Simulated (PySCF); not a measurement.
# GaBi: bond curves at several levels of theory

One table from this session's results is given with a row withheld; the runs are named, their logs left out.

Method: Ga def2-SVP, Bi def2-SVP with ECP60, scalar-relativistic core potentials; program: PySCF 2.14.0.

1 further run of the same task is left out (it didn't finish).

The first run:

The job is set up so:

```yaml
atoms: Ga, Bi
charge: 0
basis: Ga def2-SVP, Bi def2-SVP with ECP60
Hamiltonian: scalar-relativistic core potentials
basis_functions: 58
electrons_treated: 54
masses_in_u: 68.9256, 208.9804
levels: PBE0, PBE, r²SCAN, BP86, r²SCANh, TPSS, LC-ωPBE, HF, MP2, SCS-MP2
grid: 80 radial by 434 angular points
occupations: held fixed by the projection of orbital angular momentum
dissociation_limit: Ga + Bi, each in its ground configuration
starting_distance_in_angstrom: 2.665
values_of_2S_to_try: 0, 2, 4
```

Started as:

```bash
$ OMP_NUM_THREADS=1 python dia.py task.json out
```

Among the steps run: Set-up; PBE0 along the bond; Excited determinants; PBE (GGA); r²SCAN; BP86 (GGA); r²SCANh (hybrid meta-GGA); TPSS (meta-GGA); LC-ωPBE; UHF.

One of the session's tables, all rows but one given; the rest of the session is left out.

Energy (eV) from each level's lowest point:

```
R (Å)    UHF  UHF-MP2  UHF-SCS-MP2    PBE   BP86
2.450  0.704    0.604        0.647  0.647  0.651
2.564  0.334    0.264        0.294  0.297  0.300
2.678  0.122    0.080        0.097  0.100  0.103
2.764  0.038    0.016        0.025  0.027  0.028
2.849  0.002    0.000        0.000  0.000  0.000
2.934  0.000    0.021        0.013  0.009  0.008
3.048  0.035    0.096        0.078  0.062  0.059
3.191  0.109    0.247        0.221  0.173  0.168
3.362      ?        ?            ?      ?      ?
3.590  0.293    0.700        0.663  0.597  0.586
```

**Question.** Estimate the row for R (Å) = 3.362.

Worked estimate for «UHF». A straight line through the neighbours (3.191, 0.109) and (3.590, 0.293) gives 0.109 + (0.293 − 0.109) × (3.362 − 3.191) / (3.590 − 3.191) = 0.188; a parabola fitted to 3 rows on both sides gives 0.192.

The run gave: UHF: 0.200; UHF-MP2: 0.463; UHF-SCS-MP2: 0.431; PBE: 0.344; BP86: 0.336. In «UHF» the line misses by -0.012 and the parabola by -0.008.
